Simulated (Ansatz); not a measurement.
# Sn in Ansatz: notebook

The runs below take Sn through work function, projected density of states, with PBE, LDA, PBEsol.

Program: Ansatz 0.2.0. These are calculated values, not measurements. Logs are shortened: lines on timing, memory, paths and dates and some standing lists are left out, and cuts for length are marked.

## (1) The sheet as given

The cell holds a sheet with vacuum, 1 atom: a = 2.967 Å, b = 2.967 Å, c = 23.800 Å, α = 90.00°, β = 90.00°, γ = 90.00°.

The cell was built by a generator and needn't be a form met in nature.

## (2) Work function, PBE

input.yaml reads:

```yaml
crystal:
  lattice:
    - [2.96705, 0.0, 0.0]
    - [0.0, 2.96703, 0.0]
    - [0.0, 0.0, 23.8]
  atoms:
    - { symbol: Sn, position: [0.0, 0.0, 0.29412] }
  periodic: [true, true, false]
kpoints:
  mp_grid: { grid: [9, 9, 1] }
scf:
  occupations: { method: fermi_dirac, width: 0.05 }
hamiltonian:
  xc: pbe
  pseudopotentials: { kind: all_electron, lapw: { basis_error: 0.002 } }
output:
  forces: true
  stress: true
  eigenvalues: true
```

Potentials or basis: all-electron LAPW, scalar-relativistic.

Run with:

```console
ansatz run input.yaml --threads 2 --pin off --max-ram 8192MiB --backend cpu --events-out ev --progress --plain --runs-dir out
```

The log of the run:

```text
Warning: 8 symmetry operations that the atoms keep within the bar at which the run's group was sought (crystal.symmetry.tolerance 1.0e-5, or twice it) were not taken beside the 8 unitary ones that the detection took (of a slab, those that keep its plane). If the more symmetric cell is meant, write the vectors of crystal.lattice to more decimals, or, with the positions in fractional coordinates, give it by lengths and angles (which lays the cell in the standard orientation, to which the deck's other Cartesian keys then refer), with the lengths that are meant to be equal typed equal, the angles likewise, and each angle that the symmetry fixes typed at its exact value (of a frozen-density pass: in the run whose state it reads). The detection then takes those 8 too, where the atoms keep them as a group. The lattice (crystal.lattice as typed, or as saved on a frozen-density pass laid at its state's geometry) misses each of them by more than the tolerance, the farthest off changing a squared length by the fraction 1.3e-5. The run does not impose them: its cell is that one, or, where this deck is also told that its lattice was moved onto its group, that cell laid onto the operations that were taken. If the cell is strained on purpose, what lies past the tolerance is rightly left out.
Warning: RAYON_NUM_THREADS=2 ignored (pool sized by the plan → 2); use --threads N
LAPW: plane waves up to 7.333 Å⁻¹, error target 2.0e-3 eV per atom; small_component_spin mean_spin; Sn in spheres of 1.484 Å, 22 of its electrons in bands, Dirac shells [] (how accurate: hamiltonian.pseudopotentials.lapw.basis_error, Limitations)
Engine: ansatz 0.2.0, aarch64-unknown-linux-gnu
Pseudopotentials: kind: all_electron
Pseudopotential: Sn, LAPW, valence charge 22, lapw/all_electron/scalar/gaussian/Sn, Koelling and Harmon's equation, gaussian nucleus
Functional definition: PBE
  parameter kappa = 0.804
  parameter beta = 0.06672455060314922
  exchange = pbe_x(kappa = kappa, mu = beta*pi^2/3)
  correlation = pbe_c(beta = beta)
Crystal: 1 atoms, lattice volume = 209.519 Å³
Basis set: ecut = 204.87999640178757 eV, 1419 PW (Γ), exchange–correlation at level 2
Bands: 15, of which v1, the nominal top of the filled ones, is band 11 counted from 1 (10 counted from 0)
Symmetry: 8 space group operations
k-points: 25 of 81
Non-local potential: Sn, projectors of the file, none
Initial density: superposition of atomic densities (neutral atoms: chi_scale 0, normalization atom)
Initial wavefunctions: plane waves of lowest kinetic energy (no species holds an atomic orbital)
Functional: x = pbe(κ = 0.804, μ = 0.2195149727645171), c = pbe(β = 0.06672455060314922)
iter 1 solved again at ethr=1.08e-3 eV; its pass at ethr=1.00e-1 eV (dr2=2.38e-1 eV) is discarded
SCF iter   1: F=—  HF=-168088.923531 eV  |F-HF|=—  |Δ(HF+E_count)|=         —  Δρ=6.58e-3  dr2=2.42e-1  ethr=1.08e-3  ⟨swp⟩=4.3  Hψ=2524  notcnv=0
preconditioner: auto → LDOS  [insulator: Δε(μ)=0.121 eV  Ē_g=8.948 eV  σ=0.050 eV  W_gap=0.54  n_scr=14 (ndim 8)  ℏωp=5.1 eV  f_vac=0.788  D(μ)=0.87/eV (n_scr^D=6)  ε∞_Penn≈1.3  β→1.0]
iter 2 solved again at ethr=8.74e-5 eV; its pass at ethr=1.08e-3 eV (dr2=1.92e-2 eV) is discarded
SCF iter   2: F=—  HF=-168088.841640 eV  |F-HF|=—  |Δ(HF+E_count)|=   8.19e-2  Δρ=2.91e-3  dr2=1.93e-2  ethr=8.74e-5  ⟨swp⟩=2.0  Hψ=2023  notcnv=0
SCF iter   3: F=—  HF=-168088.840495 eV  |F-HF|=—  |Δ(HF+E_count)|=   1.15e-3  Δρ=7.25e-4  dr2=3.11e-3  ethr=8.74e-5  ⟨swp⟩=3.0  Hψ=1161  notcnv=0
SCF iter   4: F=—  HF=-168088.840478 eV  |F-HF|=—  |Δ(HF+E_count)|=   1.62e-5  Δρ=2.34e-4  dr2=2.73e-4  ethr=1.41e-5  ⟨swp⟩=3.0  Hψ=1136  notcnv=0
SCF iter   5: F=—  HF=-168088.840315 eV  |F-HF|=—  |Δ(HF+E_count)|=   1.63e-4  Δρ=1.38e-4  dr2=3.61e-5  ethr=1.24e-6  ⟨swp⟩=3.0  Hψ=1088  notcnv=0
SCF iter   6: F=—  HF=-168088.840343 eV  |F-HF|=—  |Δ(HF+E_count)|=   2.75e-5  Δρ=2.88e-5  dr2=1.90e-6  ethr=1.64e-7  ⟨swp⟩=3.0  Hψ=1045  notcnv=0
SCF iter   7: F=—  HF=-168088.840344 eV  |F-HF|=—  |Δ(HF+E_count)|=   1.69e-6  Δρ=5.80e-6  dr2=1.21e-7  ethr=8.64e-9  ⟨swp⟩=3.0  Hψ=1062  notcnv=0
SCF iter   8: F=-168088.840344 eV  HF=-168088.840344 eV  |F-HF|=2.21e-9  |Δ(HF+E_count)|=   1.43e-8  Δρ=1.05e-6  dr2=1.90e-9  ethr=5.49e-10  ⟨swp⟩=3.0  Hψ=1062  notcnv=0
SCF 1 converged in 8 iterations: F = -168088.840344 eV  dr2 = 1.90e-9
SCF converged after 8 iterations
Free energy (F): -168088.840344 eV
Harris-Foulkes:  -168088.840344 eV  (|F-HF|=2.21e-9)
Internal energy: -168088.825730 eV  (E = F + TS)
E sigma→0 (E₀):  -168088.833037 eV
Entropy (-TS):   -0.014615 eV (-14.615 meV/atom)
Fermi energy:    -4.336673 eV
--- Per-component energies (eV) ---
  E_band       = -1092.378327
  E_kinetic    = 176783.438147
  E_xc         = -4496.806475
  E_electrostatic = -340375.457401  (all electrons and nuclei)
  E_smearing   = -0.014615  (= −TS)
  E_closure    = 0.000000  (closes the sum)
  E_atoms      = -168085.610346  (free atoms, spherical and without spin; not in F)
  Σ components = -168088.840344   (vs F -168088.840344, Δ=0.00e0)
  Basis errors (estimates in eV, not in F): energy 9.3e-4 per atom: plane waves 8.8e-4 (5.4e-4 summed), levels above the bands 5.6e-49, relativity 9.2e-8, radial functions 5.5e-5, core shells 7.4e-9; eigenvalues (radial functions only) 1.8e-6; not estimated: angular momenta, meshes, grids; target (lapw.basis_error) 2.0e-3; muffin-tin radii Sn 1.484 Å
--- Forces (eV/Å), atoms counted from 1 ---
  atom   1  Sn     0.00000000     0.00000000     0.00000000
  max |Σ_I F_I| component: 4.93e-32 eV/Å
--- 2D stress c σ (N/m, compression-positive) ---
        0.504137       0.000000       0.000000
        0.000000       0.504124       0.000000
        0.000000       0.000000       0.000000
  P = ½ c Tr σ = 0.5041 N/m
--- Band table (eV; the first three rows and the last of 25) ---
  k-point 0: bands = ["-133.5664", "-89.4010", "-89.3174", "-89.3174", "-25.8825", "-25.7447", "-25.5072", "-25.5072", "-25.3796", "-13.8735", "-6.2883", "-1.1856", "-0.2369", "0.5025", "0.9802"]
  k-point 1: bands = ["-133.5663", "-89.4009", "-89.3187", "-89.3173", "-25.8509", "-25.7248", "-25.5261", "-25.5056", "-25.3952", "-13.6603", "-6.0677", "-0.9796", "-0.0266", "0.7099", "0.9111"]
  k-point 2: bands = ["-133.5662", "-89.4007", "-89.3221", "-89.3171", "-25.8048", "-25.6401", "-25.5735", "-25.5017", "-25.4345", "-13.0171", "-5.4261", "-2.2673", "-0.3603", "0.5980", "1.3401"]
  k-point 24: bands = ["-133.5653", "-89.3995", "-89.3276", "-89.3276", "-25.6841", "-25.6411", "-25.6405", "-25.5028", "-25.2425", "-7.3145", "-5.0582", "-4.3584", "-0.5649", "0.5259", "3.4269"]
  the weakly bound empty levels are not read free of the cell's end (augmented_plane_waves)
```

It took 5.1 s on 2 threads of Arm Neoverse V2, shared host; peak memory 0.39 GiB.

What came out:

* Free energy: -168088.8403 eV
* Band gap on the k mesh: none (metal or under the smearing width)
* Work function: 4.34 eV

Levels at points of the mesh, in eV from the Fermi level:
```
           k point  band 9  band 10  band 11  band 12  band 13  band 14
(0.00, 0.00, 0.00)  -21.04    -9.54    -1.95     3.15     4.10     4.84
```

## (3) Work function, LDA

input.yaml, as its differences from that of step 2:

```diff
@@ -13,3 +13,3 @@
 hamiltonian:
-  xc: pbe
+  xc: lda
   pseudopotentials: { kind: all_electron, lapw: { basis_error: 0.002 } }
```

Potentials or basis: all-electron LAPW, scalar-relativistic.

Run with:

```console
ansatz run input.yaml --threads 2 --pin off --max-ram 8192MiB --backend cpu --events-out ev --progress --plain --runs-dir out
```

The log of the run:

```text
Warning: 8 symmetry operations that the atoms keep within the bar at which the run's group was sought (crystal.symmetry.tolerance 1.0e-5, or twice it) were not taken beside the 8 unitary ones that the detection took (of a slab, those that keep its plane). If the more symmetric cell is meant, write the vectors of crystal.lattice to more decimals, or, with the positions in fractional coordinates, give it by lengths and angles (which lays the cell in the standard orientation, to which the deck's other Cartesian keys then refer), with the lengths that are meant to be equal typed equal, the angles likewise, and each angle that the symmetry fixes typed at its exact value (of a frozen-density pass: in the run whose state it reads). The detection then takes those 8 too, where the atoms keep them as a group. The lattice (crystal.lattice as typed, or as saved on a frozen-density pass laid at its state's geometry) misses each of them by more than the tolerance, the farthest off changing a squared length by the fraction 1.3e-5. The run does not impose them: its cell is that one, or, where this deck is also told that its lattice was moved onto its group, that cell laid onto the operations that were taken. If the cell is strained on purpose, what lies past the tolerance is rightly left out.
Warning: RAYON_NUM_THREADS=2 ignored (pool sized by the plan → 2); use --threads N
LAPW: plane waves up to 7.341 Å⁻¹, error target 2.0e-3 eV per atom; small_component_spin mean_spin; Sn in spheres of 1.484 Å, 22 of its electrons in bands, Dirac shells [] (how accurate: hamiltonian.pseudopotentials.lapw.basis_error, Limitations)
[... 1 set-up line as earlier in the session ...]
[... 51 lines left out ...]
--- Band table (eV; the first three rows and the last of 25) ---
  k-point 0: bands = ["-133.3483", "-89.3177", "-89.2330", "-89.2330", "-26.0155", "-25.8696", "-25.6285", "-25.6285", "-25.5025", "-14.1768", "-6.5347", "-1.3520", "-0.2445", "0.4870", "0.9442"]
  k-point 1: bands = ["-133.3482", "-89.3176", "-89.2343", "-89.2329", "-25.9833", "-25.8495", "-25.6477", "-25.6269", "-25.5183", "-13.9644", "-6.3147", "-1.1465", "-0.0347", "0.6167", "0.6993"]
  k-point 2: bands = ["-133.3481", "-89.3174", "-89.2378", "-89.2327", "-25.9351", "-25.7648", "-25.6958", "-25.6229", "-25.5583", "-13.3239", "-5.6749", "-2.5412", "-0.5293", "0.5864", "1.3252"]
  k-point 24: bands = ["-133.3471", "-89.3162", "-89.2435", "-89.2435", "-25.8122", "-25.7644", "-25.7638", "-25.6231", "-25.3658", "-7.6759", "-5.3155", "-4.6697", "-0.8621", "0.3653", "3.2064"]
  the weakly bound empty levels are not read free of the cell's end (augmented_plane_waves)
```

Run time: 5.1 s. Hardware: 2 threads of Arm Neoverse V2, shared host; peak memory 0.39 GiB.

Results:

* Free energy: -167944.1999 eV
* Band gap on the k mesh: none (metal or under the smearing width)
* Work function: 4.61 eV

Levels at points of the mesh, in eV from the Fermi level:
```
           k point  band 8  band 9  band 10  band 11  band 12  band 13  band 14  band 15
(0.00, 0.00, 0.00)  -21.02  -20.89    -9.57    -1.93     3.26     4.36     5.10     5.55
```

(Part 1 of 2 ends here.)
